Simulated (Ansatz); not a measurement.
# C2H7FO2SeZr: basis-set convergence

Aim: see how fast density functionals converge with the basis set for C2H7FO2SeZr.

Method: one geometry, several basis sets; program: Ansatz 0.2.0, Gaussian basis.

Plan: PBE0-D4/def2-SVP; ωB97M-V/def2-SVP; PBE0-D4/def2-QZVPP; ωB97M-V/def2-QZVPP; the functionals' def2-TZVPP values are taken from earlier runs.

## 1. Structure used throughout

An earlier PBE0-D4 in a triple-zeta def2 set relaxation fixed the geometry. Zr takes the def2 core potential; no spin-orbit term is included.

SMILES `C[O][Zr]([OH])([F])[Se]C`, 14 atoms, charge 0, spin multiplicity 1.

Atoms are counted from 1 here; the program's logs count them from 0.

Bond lengths: C1–O2 1.391 Å, C1–H8 1.094 Å, C1–H9 1.095 Å, C1–H10 1.095 Å, O2–Zr3 1.900 Å, Zr3–O4 1.910 Å, Zr3–F5 1.919 Å, Zr3–Se6 2.582 Å, O4–H11 0.953 Å, Se6–C7 1.973 Å, C7–H12 1.087 Å, C7–H13 1.088 Å, C7–H14 1.092 Å. Angles: O2–C1–H8 110.3°, O2–C1–H9 110.3°, O2–C1–H10 110.5°, H8–C1–H9 108.7°, H8–C1–H10 108.5°, H9–C1–H10 108.5°, C1–O2–Zr3 174.5°, O2–Zr3–O4 112.9°, O2–Zr3–F5 107.4°, O2–Zr3–Se6 107.3°, O4–Zr3–F5 112.5°, O4–Zr3–Se6 107.8°, F5–Zr3–Se6 108.7°, Zr3–O4–H11 164.8°, Zr3–Se6–C7 90.4°, Se6–C7–H12 109.3°, Se6–C7–H13 107.2°, Se6–C7–H14 112.3° and more.

## 2. PBE0-D4 in def2-SVP

The input, in.yaml:

```yaml
crystal:
  periodic: [false, false, false]
  atoms:
    - {symbol: C, position_ang: [1.225875, -2.083781, 0.018796]}
    - {symbol: O, position_ang: [0.134473, -1.228651, -0.089407]}
    - {symbol: Zr, position_ang: [-1.342601, -0.034118, -0.058551]}
    - {symbol: O, position_ang: [-2.848852, -0.739104, 0.881388]}
    - {symbol: F, position_ang: [-1.755103, 0.413710, -1.878591]}
    - {symbol: Se, position_ang: [-0.576965, 2.104769, 1.167780]}
    - {symbol: C, position_ang: [0.821112, 2.401430, -0.193066]}
    - {symbol: H, position_ang: [1.704761, -2.213002, -0.956710]}
    - {symbol: H, position_ang: [1.961329, -1.674217, 0.718385]}
    - {symbol: H, position_ang: [0.908891, -3.065815, 0.383622]}
    - {symbol: H, position_ang: [-3.467634, -1.304306, 1.335033]}
    - {symbol: H, position_ang: [1.773282, 2.034982, 0.183064]}
    - {symbol: H, position_ang: [0.875657, 3.473558, -0.370421]}
    - {symbol: H, position_ang: [0.585795, 1.914536, -1.141312]}
basis:
  gaussian: {orbitals: def2-SVP}
hamiltonian: {xc: pbe0, dispersion: d4}
output: {orbitals: {seedname: orbitals}}
```

The run is started by

```console
> ansatz run in.yaml --threads 2 --pin off --events-out ev --progress --plain --max-ram 20480MiB --backend cpu
```

The runs that follow: ωB97M-V in def2-SVP; PBE0-D4 in def2-QZVPP; ωB97M-V in def2-QZVPP.

Before running them: what should the planned runs give, taken together? Wanted: PBE0-D4: double and triple zeta above quadruple; ωB97M-V: double and triple zeta above quadruple.

The runs gave:

| quantity | value |
| --- | --- |
| PBE0-D4: double and triple zeta above quadruple | 21.00, 1.96 eV |
| ωB97M-V: double and triple zeta above quadruple | 21.23, 1.90 eV |

What this shows: PBE0-D4 gains 19.03 eV from double to triple zeta, then 1.96 eV more. Total energies overstate the basis error of differences, where much of it tends to cancel. The LUMO of ωB97M-V is positive and keeps falling with the basis (0.91 to 0.40 eV): an unbound level that the basis holds in place.
